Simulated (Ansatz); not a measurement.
# HgTe, space group F-43m: a check of PAW against all-electron LAPW

Program: Ansatz 0.2.0, Python API.

The cells in order, each with its output:

In [1]:
```python
import ansatz as az
import numpy as np
```

In [2]:
```python
config = {
    "filling": "fermi_dirac",
    "tolerance": 1e-10,
}
```

In [3]:
```python
def count_gap(report):
    # lowest empty less highest filled band, counting bands; zero where they overlap
    return max(report.get("gap_by_band_count_ev") or 0.0, 0.0)
```

In [4]:
```python
xtal = (
    az.Lattice.of([0.0, 3.2145, 3.2145], [3.2145, 0.0, 3.2145], [3.2145, 3.2145, 0.0])
    .atom("Hg", [0.0, 0.0, 0.0])
    .atom("Te", [0.25, 0.25, 0.25])
)
```

In [5]:
```python
[site.symbol for site in xtal.resolved().sites]
```
Out [5]:
```text
['Hg', 'Te']
```

In [6]:
```python
calc = (
    xtal.calculation()
    .functional(az.Functional.PBE)
    .kpoints(6, center="gamma")
    .occupations(config["filling"])
    .scf(tolerance=config["tolerance"])
    .stress()
    .forces()
    .band_table()
)
variants = {
    "PAW": calc.pseudopotentials("paw"),
    "LAPW": calc.pseudopotentials("all_electron", lapw=True),
}
# totals differ by the cores that each treatment holds, so compare what does not depend on them
rows = []
for label, variant in variants.items():
    report = variant.run(threads=1, backend="cpu").report
    levels = np.array(report["eigenvalues_ev"][0]) - report["fermi_energy_ev"]
    print(label, "levels at the first k-point near E_F:", np.round(levels[np.abs(levels) < 5], 3))
    rows.append((label, report["n_electrons"], np.trace(report["stress_gpa"]) / 3, count_gap(report)))
print("     treatment  electrons in bands           P GPa  gap by band count eV")
for row in rows:
    print(f"{str(row[0]):>14s}  {row[1]:18.1f}  {row[2]:14.3f}  {row[3]:20.3f}")
```
```text
DeckWarning: basis.ecutwfc = 420 eV, auto-derived from the records' recommended cutoffs: set by Hg (normal level)
PAW levels at the first k-point near E_F: [-0.794 -0.113 -0.113 -0.113  4.101  4.101  4.101]
LAPW levels at the first k-point near E_F: [-0.794 -0.113 -0.113 -0.113  4.101  4.101  4.101]
     treatment  electrons in bands           P GPa  gap by band count eV
           PAW                36.0           4.605                 0.000
          LAPW                68.0           4.607                 0.000
```

PAW gives 4.605 GPa and LAPW 4.607 GPa, 0.002 GPa apart. They took 2.5 and 26.0 s of processor time.

Reading the output:
- The computed bands are complete only to about 4.1 eV above the Fermi level.
- The gap on the mesh is very small: such values hang on mesh and functional, which can close or open them.
- The structure is a deposited one; some such entries were measured under pressure or heat, so a shift against it needn't be the functional's error alone.
- Levels are Kohn-Sham eigenvalues on this mesh, without spin-orbit coupling.
- Warnings are shown shortened and without file and line.
- Pressure is positive in compression; the treatments may keep other shells as core, so totals and counts of electrons can differ.
- It ran for 29 s on 1 thread of Arm Neoverse V1 (shared host), peak memory 0.5 GiB.
